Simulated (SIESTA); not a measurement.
The system is ZrB.

```
Zr B
1.0
     0.00000    2.32500    2.32500
     2.32500    0.00000    2.32500
     2.32500    2.32500    0.00000
Zr B
1 1
Cartesian
  0.0000 0.0000 0.0000
  2.3250 2.3250 2.3250
```

Program: SIESTA 5.4.2. Alike in all runs: no spin polarisation; cell as given; k mesh 10 × 10 × 10; smearing fermi-dirac 0.05 eV; grid cutoff 800 Ry; energy shift 0.003 Ry.

Problem. Order these runs on this cell by their pressure, lowest first.
A. level BLYP; potentials or basis PseudoDojo 0.4 standard (PBE files), DZP (energy shift 0.003 Ry; two zetas on semicore shells)
B. level PBE; potentials or basis PseudoDojo 0.4 standard (PBE files), DZP (energy shift 0.003 Ry; two zetas on semicore shells)
C. level PBEsol; potentials or basis PseudoDojo 0.4 standard (PBEsol files), DZP (energy shift 0.003 Ry; two zetas on semicore shells)
D. level LDA; potentials or basis PseudoDojo 0.4 standard (LDA files), DZP (energy shift 0.003 Ry; two zetas on semicore shells)
E. level revPBE; potentials or basis PseudoDojo 0.4 standard (PBE files), DZP (energy shift 0.003 Ry; two zetas on semicore shells)

Solution. D (26.3 GPa), C (30.4 GPa), B (35.7 GPa), E (37.3 GPa), A (43.9 GPa).

Caveats: the basis of atomic orbitals isn't converged, which shifts pressures, moduli and gaps; a pressure of tens of GPa on the cell as given is suspect, and the run, the potentials or the cell itself is likely at fault (some runs); the potentials were made for another functional, which shifts forces and pressure (some runs).

Not every run made on this cell is shown here.
